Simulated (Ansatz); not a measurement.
# C10H11ClOTi: basis-set convergence

An exercise on one series of results from a longer session: the logs are not shown, and one member is left open.

Method: one geometry, several basis sets; program: Ansatz 0.2.0, Gaussian basis.

Plan: PBE0-D4/def2-SVP; ωB97M-V/def2-SVP; PBE0-D4/def2-QZVPP; ωB97M-V/def2-QZVPP; the functionals' def2-TZVPP values are taken from earlier runs.

## Structure used throughout

An earlier PBE0-D4 in a triple-zeta def2 set relaxation fixed the geometry.

24 atoms, charge 0, spin multiplicity 1.

Atoms are counted from 1 here; the program's logs count them from 0.

Bond lengths: O1–Ti2 1.857 Å, O1–H14 0.959 Å, Ti2–Cl3 2.346 Å, Ti2–C4 2.374 Å, Ti2–C5 2.385 Å, Ti2–C6 2.382 Å, Ti2–C7 2.415 Å, Ti2–C8 2.422 Å, Ti2–C9 2.415 Å, Ti2–C10 2.405 Å, Ti2–C11 2.402 Å, Ti2–C12 2.367 Å, Ti2–C13 2.391 Å, C4–C5 1.412 Å, C4–C8 1.410 Å, C4–H15 1.080 Å, C5–C6 1.404 Å, C5–H16 1.078 Å and more. Angles: Ti2–O1–H14 115.7°, O1–Ti2–Cl3 97.6°, O1–Ti2–C4 87.2°, O1–Ti2–C5 121.7°, O1–Ti2–C6 130.5°, O1–Ti2–C7 98.7°, O1–Ti2–C8 74.5°, O1–Ti2–C9 122.5°, O1–Ti2–C10 88.8°, O1–Ti2–C11 79.9°, O1–Ti2–C12 106.3°, O1–Ti2–C13 136.7°, Cl3–Ti2–C4 134.6°, Cl3–Ti2–C5 121.7°, Cl3–Ti2–C6 87.7°, Cl3–Ti2–C7 78.0°, Cl3–Ti2–C8 103.9°, Cl3–Ti2–C9 77.2° and more.

Set-up of the first run:

in.yaml

```yaml
crystal:
  periodic: [false, false, false]
  atoms:
    - {symbol: O, position_ang: [0.166123, -1.678057, -1.419427]}
    - {symbol: Ti, position_ang: [0.114706, -0.508167, 0.021173]}
    - {symbol: Cl, position_ang: [0.796197, -2.023386, 1.677907]}
    - {symbol: C, position_ang: [-1.986971, 0.228642, -0.800648]}
    - {symbol: C, position_ang: [-1.714985, 0.982725, 0.361676]}
    - {symbol: C, position_ang: [-1.686787, 0.101988, 1.455236]}
    - {symbol: C, position_ang: [-1.996298, -1.193509, 0.974180]}
    - {symbol: C, position_ang: [-2.192117, -1.110033, -0.406892]}
    - {symbol: C, position_ang: [2.100435, 0.534835, 0.916645]}
    - {symbol: C, position_ang: [2.460829, -0.086083, -0.300110]}
    - {symbol: C, position_ang: [1.776116, 0.568173, -1.338733]}
    - {symbol: C, position_ang: [0.958214, 1.557953, -0.768677]}
    - {symbol: C, position_ang: [1.175302, 1.544619, 0.634570]}
    - {symbol: H, position_ang: [1.042073, -1.921093, -1.726128]}
    - {symbol: H, position_ang: [-2.030902, 0.605779, -1.811307]}
    - {symbol: H, position_ang: [-1.538962, 2.045897, 0.398704]}
    - {symbol: H, position_ang: [-1.451450, 0.355869, 2.477788]}
    - {symbol: H, position_ang: [-2.009652, -2.095095, 1.563524]}
    - {symbol: H, position_ang: [-2.352883, -1.942054, -1.072518]}
    - {symbol: H, position_ang: [2.434553, 0.236509, 1.896360]}
    - {symbol: H, position_ang: [3.122524, -0.933407, -0.396928]}
    - {symbol: H, position_ang: [1.809948, 0.317118, -2.387768]}
    - {symbol: H, position_ang: [0.301516, 2.222347, -1.308289]}
    - {symbol: H, position_ang: [0.702472, 2.188413, 1.359682]}
basis:
  gaussian: {orbitals: def2-SVP}
hamiltonian: {xc: pbe0, dispersion: d4}
output: {orbitals: {seedname: orbitals}}
```

On the command line:

```bash
$ ansatz run in.yaml --threads 11 --pin off --events-out ev --progress --plain --max-ram 110592MiB --backend cpu
```

Among the steps run: PBE0-D4 in def2-SVP; ωB97M-V in def2-SVP; PBE0-D4 in def2-QZVPP; ωB97M-V in def2-QZVPP.

One table of the session follows, with a row left open; its other results are not shown here.

It belongs to the step «Density functionals: the series». 

```
functional       basis  HOMO (eV)  LUMO (eV)
   PBE0-D4    def2-SVP      -6.45      -1.71
   PBE0-D4  def2-TZVPP      -6.53      -1.74
   PBE0-D4  def2-QZVPP          ?          ?
   ωB97M-V    def2-SVP      -8.48       0.46
   ωB97M-V  def2-TZVPP      -8.59       0.38
   ωB97M-V  def2-QZVPP      -8.61       0.31
```

**Question.** Estimate the row for PBE0-D4, def2-QZVPP.

**Answer.** HOMO (eV): -6.56; LUMO (eV): -1.77. In the column «HOMO (eV)» it lies between ωB97M-V, def2-SVP (-8.48) and PBE0-D4, def2-TZVPP (-6.53).
